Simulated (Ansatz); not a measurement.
**CH3F2GeN: up Jacob's ladder to CCSD(T)**

The task here is to estimate one member of a computed series from the others.

Method: functionals in def2-TZVPP, the program's frozen cores in correlated methods; program: Ansatz 0.2.0, Gaussian basis.

The runs, in order: LDA (SPW92), PBE-D4, revPBE-D4, BLYP-D4, r2SCAN-D4, B97M-V, PBE0-D4, B3LYP-D4, r2SCANh-D4, r2SCAN0-D4, HSE06-D4, BHLYP-D4, CAM-B3LYP-D4, LC-ωPBE, ωB97X-V, ωB97M-V, B2PLYP, PBE-QIDH; CCSD(T)/def2-SVP; CCSD(T)/def2-TZVPP; MP2/def2-QZVPP; extrapolation to the limit; RPA on PBE.

## Structure used throughout

An earlier PBE0-D4 in a triple-zeta def2 set relaxation fixed the geometry.

SMILES `F[C@@H]1[NH][Ge@@H]1[F]`, 8 atoms, charge 0, spin multiplicity 1.

Atoms are counted from 1 here; the program's logs count them from 0.

Bond lengths: F1–C2 1.375 Å, C2–N3 1.420 Å, C2–Ge4 1.943 Å, C2–H6 1.090 Å, N3–Ge4 1.808 Å, N3–H7 1.009 Å, Ge4–F5 1.734 Å, Ge4–H8 1.522 Å. Angles: F1–C2–N3 116.2°, F1–C2–Ge4 115.7°, F1–C2–H6 107.8°, N3–C2–Ge4 62.8°, N3–C2–H6 119.2°, Ge4–C2–H6 128.9°, C2–N3–Ge4 72.9°, C2–N3–H7 124.0°, Ge4–N3–H7 148.2°, C2–Ge4–N3 44.3°, C2–Ge4–F5 114.9°, C2–Ge4–H8 138.1°, N3–Ge4–F5 117.1°, N3–Ge4–H8 119.8°, F5–Ge4–H8 106.5°.

The first run:

in.yaml reads:

```yaml
crystal:
  periodic: [false, false, false]
  atoms:
    - {symbol: F, position_ang: [0.163015, 1.789442, 0.723027]}
    - {symbol: C, position_ang: [-0.115920, 0.449178, 0.848377]}
    - {symbol: N, position_ang: [0.855920, -0.445065, 0.327946]}
    - {symbol: Ge, position_ang: [-0.556394, -0.478100, -0.800837]}
    - {symbol: F, position_ang: [-0.444179, 0.489143, -2.235779]}
    - {symbol: H, position_ang: [-0.508020, 0.283064, 1.852160]}
    - {symbol: H, position_ang: [1.850846, -0.332837, 0.454051]}
    - {symbol: H, position_ang: [-1.153267, -1.812026, -1.224845]}
basis:
  gaussian: {orbitals: def2-TZVPP}
hamiltonian: {xc: lda}
output: {orbitals: {seedname: orbitals}}
```

Among the steps run: LDA; PBE-D4 (GGA); revPBE-D4 (GGA); BLYP-D4 (GGA); r2SCAN-D4 (meta-GGA); B97M-V (meta-GGA); PBE0-D4 (hybrid); B3LYP-D4 (hybrid); r2SCANh-D4 (hybrid); r2SCAN0-D4 (hybrid); HSE06-D4 (hybrid); BHLYP-D4 (hybrid); CAM-B3LYP-D4 (range-separated); LC-ωPBE (range-separated); ωB97X-V (range-separated); ωB97M-V (range-separated); B2PLYP (double hybrid); PBE-QIDH (double hybrid).

One of the session's tables, all rows but one given; the rest of the session is left out.

It belongs to the step «Frontier levels by functional». 

| functional | HOMO (eV) | gap (eV) |
| --- | --- | --- |
| LDA (SPW92) | -6.22 | 4.31 |
| PBE-D4 | -6.03 | 4.35 |
| revPBE-D4 | -5.96 | 4.37 |
| BLYP-D4 | ? | ? |
| r2SCAN-D4 | -6.28 | 4.80 |
| B97M-V | -6.31 | 4.79 |
| PBE0-D4 | -7.30 | 6.51 |
| B3LYP-D4 | -7.11 | 5.99 |
| r2SCANh-D4 | -6.76 | 5.60 |
| r2SCAN0-D4 | -7.47 | 6.80 |
| HSE06-D4 | -6.90 | 5.73 |
| BHLYP-D4 | -8.49 | 8.56 |
| CAM-B3LYP-D4 | -8.67 | 8.86 |
| LC-ωPBE | -9.96 | 11.40 |
| ωB97X-V | -9.61 | 10.94 |
| ωB97M-V | -9.51 | 10.65 |

Q: Estimate the row for BLYP-D4 from the others.

Worked estimate for «HOMO (eV)». Against the share of exact exchange, B3LYP-D4 (0.2, -7.11), BHLYP-D4 (0.5, -8.49) give a slope of -4.60 per unit share; at 0 the line stands at -6.19.

**Answer.** HOMO (eV): -5.93; gap (eV): 4.25. In «HOMO (eV)» the line misses by -0.26.
